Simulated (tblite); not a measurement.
# H18P30: the cost of one run

Computed with tblite 0.8.0 and PySCF 2.14.0 and routines of our own; the level stands in each step. Atoms count from 0.

## (1) The system as given

48 atoms, charge 0, multiplicity 1; geometry from: force field, distance geometry or constructed start.

## (2) Optimising the geometry with GFN2-xTB

Job settings and geometry (Å):

```
{"job": {"kind": "relax", "xc": "GFN2-xTB", "basis": "xTB"}, "charge": 0, "multiplicity": 1}
P      4.913800     0.942900    -0.621600
P      3.269400     1.892000     0.613100
P      1.641500     0.942400    -0.619000
P      1.635600    -0.940300     0.613800
P      3.271600    -1.890600    -0.616600
P      4.905600    -0.945200     0.617400
P     -8.181400     0.946400    -0.623300
P     -9.814400     1.892100     0.621500
P    -11.451400     0.942600    -0.620400
P    -11.456900    -0.945500     0.621600
P     -9.819900    -1.890600    -0.622100
P     -8.184000    -0.946700     0.620000
P     -1.639700     0.945400    -0.615000
P     -3.270400     1.888800     0.617300
P     -4.911100     0.949800    -0.619800
P     -4.910800    -0.944100     0.626300
P     -3.272200    -1.887500    -0.619100
P     -1.637400    -0.948100     0.619000
P     -0.000600     1.891200     0.622500
P      0.002800    -1.888500    -0.617300
P      8.179200     0.948500    -0.618500
P      6.544300     1.890900     0.619800
P      6.548600    -1.884800    -0.613400
P      8.177300    -0.949000     0.618500
P     11.454600     0.947300    -0.619100
P      9.811700     1.888500     0.622500
P      9.818500    -1.887100    -0.620700
P     11.453500    -0.944100     0.621200
P     -6.544600     1.889800     0.618000
P     -6.544100    -1.889000    -0.616600
H      3.276200     3.060500    -0.149200
H      3.270700    -3.058600     0.148300
H     -9.818800     3.060000    -0.150000
H    -12.465700     1.528600     0.151800
H    -12.466600    -1.528100    -0.151400
H     -9.817300    -3.057700     0.145200
H     -3.273400     3.060000    -0.152200
H     -3.271700    -3.057400     0.145500
H      0.001100     3.056000    -0.148200
H     -0.004800    -3.056500     0.149300
H      6.545100     3.057600    -0.144300
H      6.551100    -3.065500     0.151800
H     12.472700     1.530900     0.144500
H      9.820400     3.059400    -0.149900
H      9.814100    -3.058200     0.150500
H     12.465900    -1.528300    -0.151500
H     -6.542800     3.060000    -0.148700
H     -6.545500    -3.057300     0.150400
```

Launch:

```sh
> OMP_NUM_THREADS=8 python large_run.py task.json out
```

One launch serves the whole session: the jobs run in the order shown.

**Question.** How long does this first job take on 8 threads of Intel Xeon 6975P-C, shared host, and how much memory does it need?

About 11 s, with a peak of 0.16 GiB.
